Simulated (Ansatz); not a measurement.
Run this with Ansatz 0.2.0 through its Python package and show what comes out.

The script, `lipd3_scf.py`:
```python
# -*- coding: utf-8 -*-
import warnings

import ansatz as az
from pymatgen.core import Structure
from pymatgen.symmetry.analyzer import SpacegroupAnalyzer

warnings.simplefilter("ignore", az.DeckWarning)

lattice = az.Lattice.of(
    (3.849997, 0.0, 0.0),
    (0.0, 3.849997, 0.0),
    (0.0, 0.0, 3.849997),
)
sites = [
    ("Li", (0.0, 0.0, 0.0)),
    ("Pd", (0.0, 0.5, 0.5)),
    ("Pd", (0.5, 0.0, 0.5)),
    ("Pd", (0.5, 0.5, 0.0)),
]
crystal = az.Crystal(lattice=lattice)
for symbol, position in sites:
    crystal = crystal.atom(symbol, position)

model = (
    crystal.calculation()
    .functional("r2scan")
    .kpoints(6, center="gamma")
    .occupations("fermi_dirac", width=0.05)
    .bader_charges()
)
done = model.run(threads=1, pin="off")
data = done.report

n_atoms = len(data["lattice"]["sites"])
print("F =", round(data["free_energy_ev"], 4), "eV for", n_atoms, "atoms")
print("E(sigma -> 0) =", round(data["energy_sigma0_ev"], 4), "eV, TS =", round(data["entropy_ts_ev"], 5), "eV")
print("closed by", data["closed_by"], "after", data["n_iterations"], "iterations")

charges = done.bader_charges()
for atom in charges.atoms:
    print(f"Bader charge {atom.symbol:2s} {atom.partial_charge_e:+.3f} e")

terms = data["components"]
print({name: round(terms[name], 3) for name in ("e_kinetic", "e_hartree", "e_xc", "e_local", "e_nonlocal")})

final = Structure(done.lattice.cell_ang, [s.symbol for s in done.lattice.sites], [s.position_frac for s in done.lattice.sites])
analyser = SpacegroupAnalyzer(final, symprec=0.01)
standard = analyser.get_conventional_standard_structure()
print(analyser.get_crystal_system(), analyser.get_space_group_symbol(), len(standard), "atoms in the conventional cell")
print("a b c (A):", [round(x, 4) for x in standard.lattice.abc], " angles:", [round(x, 2) for x in standard.lattice.angles])
print(f"mass density {float(final.density):.3f} g/cm^3")

print("doubts on the final state:", data["published_state_doubts"] or "none")
print("warnings:", sorted({n["data"]["kind"] for n in done.notices if n["data"].get("severity") in ("warning", "doubt")}) or "none")
```

Running `python lipd3_scf.py` prints:
```text
F = -21163.3981 eV for 4 atoms
E(sigma -> 0) = -21163.3793 eV, TS = 0.03771 eV
closed by deck_thresholds after 8 iterations
Bader charge Li +0.862 e
Bader charge Pd -0.287 e
Bader charge Pd -0.287 e
Bader charge Pd -0.287 e
{'e_kinetic': 1571.669, 'e_hartree': 2652.186, 'e_xc': -492.043, 'e_local': -6498.152, 'e_nonlocal': 619.018}
cubic Pm-3m 4 atoms in the conventional cell
a b c (A): [3.85, 3.85, 3.85]  angles: [90.0, 90.0, 90.0]
mass density 9.492 g/cm^3
doubts on the final state: none
warnings: none
```

Total energies depend on the potentials; only differences at equal settings carry meaning. A total without «per atom» is that of the cell as typed. The energy terms are those on the plane-wave grid, with the one-centre PAW part apart; the terms shown are only some of the summands, so they needn't add up to F. For a metal this k-point mesh is coarse: on a finer one energies can move by several to tens of meV an atom and pressures by half a GPa or more, differences at one mesh by less. This cell is a computed structure, which may not be the phase found in nature. Run time: 15 s on 1 thread of Arm Neoverse V2 (shared host), peak memory 0.5 GiB.

(A comment or docstring line of the script was reworded after the run, the code is as it ran; lines on the test bed's own set-up are left out of the output.)
